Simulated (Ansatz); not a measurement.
# CH3BFN: taking an electron away

One table from this session's results is given with a row withheld; the runs are named, their logs left out.

Computed with Ansatz 0.2.0, Gaussian basis. Level: unrestricted cation, the program's frozen cores in correlated methods.

The runs, in order: UKS PBE-D4/def2-TZVPP; UKS r2SCAN-D4/def2-TZVPP; UKS PBE0-D4/def2-TZVPP; UKS B3LYP-D4/def2-TZVPP; UKS wB97X-V/def2-TZVPP; UKS wB97M-V/def2-TZVPP; UKS B2PLYP/def2-TZVPP; UHF-CCSD(T)/def2-TZVPP; UHF-MP2/def2-QZVPP; extrapolation to the limit; then −ε(HOMO) from the neutral's earlier runs with LDA (SPW92), PBE-D4, revPBE-D4, BLYP-D4, r2SCAN-D4, B97M-V, PBE0-D4, B3LYP-D4, r2SCANh-D4, r2SCAN0-D4, HSE06-D4, BHLYP-D4, CAM-B3LYP-D4, LC-ωPBE, ωB97X-V, ωB97M-V.

## The geometry

The geometry comes from an earlier relaxation with PBE0-D4 in a triple-zeta def2 set; it is a stationary point, not always the lowest conformer.

SMILES `BC(=N)F`, 7 atoms, charge 0, spin multiplicity 1.

Atoms are counted from 1 here; the program's logs count them from 0.

Bond lengths: B1–C2 1.561 Å, B1–H5 1.191 Å, B1–H6 1.192 Å, C2–N3 1.256 Å, C2–F4 1.341 Å, N3–H7 1.018 Å. Angles: C2–B1–H5 119.8°, C2–B1–H6 118.6°, H5–B1–H6 121.5°, B1–C2–N3 126.3°, B1–C2–F4 116.4°, N3–C2–F4 117.0°, C2–N3–H7 110.2°.

The first run:

File in.yaml:

```yaml
crystal:
  periodic: [false, false, false]
  atoms:
    - {symbol: B, position_ang: [-0.350509, 0.865253, -0.251705]}
    - {symbol: C, position_ang: [0.571412, -0.355680, 0.056298]}
    - {symbol: N, position_ang: [0.197723, -1.487555, 0.451992]}
    - {symbol: F, position_ang: [1.864262, -0.223689, -0.274286]}
    - {symbol: H, position_ang: [-0.170632, 1.508697, -1.237620]}
    - {symbol: H, position_ang: [-1.271996, 1.080788, 0.473142]}
    - {symbol: H, position_ang: [-0.779062, -1.455815, 0.736480]}
basis:
  gaussian: {orbitals: def2-TZVPP}
total_charge: 1
magnetization: {spin_polarized: true, initial_magnetization: 1}
hamiltonian: {xc: pbe, dispersion: d4}
```

Among the steps run: Cation, UKS PBE-D4/def2-TZVPP; Cation, UKS r2SCAN-D4/def2-TZVPP; Cation, UKS PBE0-D4/def2-TZVPP; Cation, UKS B3LYP-D4/def2-TZVPP; Cation, UKS wB97X-V/def2-TZVPP; Cation, UKS wB97M-V/def2-TZVPP; Cation, UKS B2PLYP (frozen core)/def2-TZVPP; Cation, UHF-CCSD(T)/def2-TZVPP; Cation, UHF-MP2/def2-QZVPP.

One of the session's tables, all rows but one given; the rest of the session is left out.

It belongs to the step «Ionisation energies side by side». For comparison, −ε(HOMO) of the neutral from earlier runs:

| functional | −ε(HOMO) (eV) |
| --- | --- |
| LDA (SPW92) | 7.22 |
| PBE-D4 | 7.06 |
| revPBE-D4 | 7.00 |
| BLYP-D4 | 6.98 |
| r2SCAN-D4 | 7.36 |
| B97M-V | 7.54 |
| PBE0-D4 | 8.57 |
| B3LYP-D4 | 8.35 |
| r2SCANh-D4 | 7.93 |
| r2SCAN0-D4 | ? |
| HSE06-D4 | 8.16 |
| BHLYP-D4 | 10.06 |
| CAM-B3LYP-D4 | 10.05 |
| LC-ωPBE | 11.39 |
| ωB97X-V | 11.04 |
| ωB97M-V | 10.96 |

Q: Estimate the row for r2SCAN0-D4 from the others.

Worked estimate for «−ε(HOMO) (eV)». Against the share of exact exchange, r2SCAN-D4 (0, 7.36), r2SCANh-D4 (0.1, 7.93) give a slope of 5.70 per unit share; at 0.25 the line stands at 8.78.

As computed: −ε(HOMO) (eV): 8.79. In «−ε(HOMO) (eV)» the line misses by -0.01.
